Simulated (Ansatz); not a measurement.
# Sn₃Bi, space group Fm-3m: an equation of state with a fit

With the Ansatz DFT code, driven from Python.

Run as a notebook:

**Cell 1**
```python
import ansatz as az
import numpy as np
```

**Cell 2**
```python
config = {
    "functional": "pbesol",
    "kgrid": (5, 5, 5),
}

vectors0 = np.array([
    [0.0, 3.849017, 3.849017],
    [3.849017, 0.0, 3.849017],
    [3.849017, 3.849017, 0.0],
])
sites = [
    ("Sn", [0.0, 0.0, 0.0]),
    ("Sn", [0.25, 0.25, 0.25]),
    ("Sn", [0.75, 0.75, 0.75]),
    ("Bi", [0.5, 0.5, 0.5]),
]
```

**Cell 3**
```python
def crystal_on(cell):
    crystal = az.Crystal(lattice=az.Lattice.of(cell))
    for symbol, position in sites:
        crystal = crystal.atom(symbol, position)
    return crystal
```

**Cell 4**
```python
# scale the volume, keep shape and fractions
volumes, energies, pressures = [], [], []
for scale in np.linspace(0.92, 1.08, 7):
    cell = vectors0 * scale ** (1 / 3)
    job = crystal_on(cell).calculation()
    job = job.pseudopotentials("paw", azcp={"folder": "soft_1"})
    job = job.functional(config["functional"])
    job = job.basis(19 * az.Ha)
    job = job.occupations(az.OccupationsMethod.FERMI_DIRAC, width=100 * az.meV)
    job = job.kpoints(*config["kgrid"])
    job = job.stress()
    r = job.run().report
    volumes.append(abs(np.linalg.det(cell)) / len(sites))
    energies.append(r["free_energy_ev"] / len(sites))
    pressures.append(np.trace(r["stress_gpa"]) / 3)
    print(f"V = {volumes[-1]:8.4f} A^3/atom  F = {energies[-1]:.5f} eV/atom  P = {pressures[-1]:8.3f} GPa")
```
Output:
```text
DeckWarning: soft_1/Sn.paw.azcp: the record states the generating functional pbe (its physics header spells it `PBE`), which answers neither for hamiltonian.xc's functional nor for the pbesol [...]
DeckWarning: soft_1/Bi.paw.azcp: the record states the generating functional pbe (its physics header spells it `PBE`), which answers neither for hamiltonian.xc's functional nor for the pbesol [...]
V =  26.2305 A^3/atom  F = -7523.41864 eV/atom  P =    2.748 GPa
V =  26.9909 A^3/atom  F = -7523.42745 eV/atom  P =    1.014 GPa
V =  27.7512 A^3/atom  F = -7523.42867 eV/atom  P =   -0.462 GPa
V =  28.5115 A^3/atom  F = -7523.42341 eV/atom  P =   -1.721 GPa
V =  29.2718 A^3/atom  F = -7523.41263 eV/atom  P =   -2.796 GPa
V =  30.0321 A^3/atom  F = -7523.39711 eV/atom  P =   -3.717 GPa
V =  30.7924 A^3/atom  F = -7523.37755 eV/atom  P =   -4.508 GPa
```

**Cell 5**
```python
# third-order Birch-Murnaghan: a cubic in V^(-2/3)
x = np.array(volumes) ** (-2 / 3)
poly = np.polynomial.Polynomial.fit(x, energies, 3).convert()
roots = poly.deriv().roots()
x0 = min((r.real for r in roots if abs(r.imag) < 1e-9 and poly.deriv(2)(r.real) > 0), key=lambda r: abs(r - x.mean()))
v0 = x0 ** -1.5
b0 = 4 / 9 * poly.deriv(2)(x0) * v0 ** (-7 / 3) * 160.21766
b1 = 4 + 2 / 3 * x0 * poly.deriv(3)(x0) / poly.deriv(2)(x0)
print(f"V0 = {v0:.4f} A^3/atom, B0 = {b0:.1f} GPa, dB/dP = {b1:.2f}")
```
Output:
```text
V0 = 27.5007 A^3/atom, B0 = 51.9 GPa, dB/dP = 4.70
```

A third-order Birch-Murnaghan fit through the 7 points has its minimum at 27.50 Å³ an atom, 3.5 % below the typed cell, with a bulk modulus of 52 GPa and dB/dP = 4.7. From that minimum the energy rises by 10.4 meV an atom on the compressed side and 51.5 meV on the expanded side.

Reading the output:
- Absolute energies stand on the zero of these potentials, so only differences at equal settings mean something.
- For a metal this k-point mesh is coarse: on a finer one energies can move by several to tens of meV an atom and pressures by half a GPa or more, differences at one mesh by less.
- The PAW files read here were made with PBE, not with each functional that runs on them.
- Pressure is positive in compression.
- Spin-orbit coupling, which matters for elements this heavy, is left out.
- This cell is a computed structure, which may not be the phase found in nature.
- Warnings are shown shortened and without file and line.
- It ran for 21 s on 1 thread of Intel(R) Xeon(R) Processor @ 2.30GHz (shared host), peak memory 0.6 GiB.
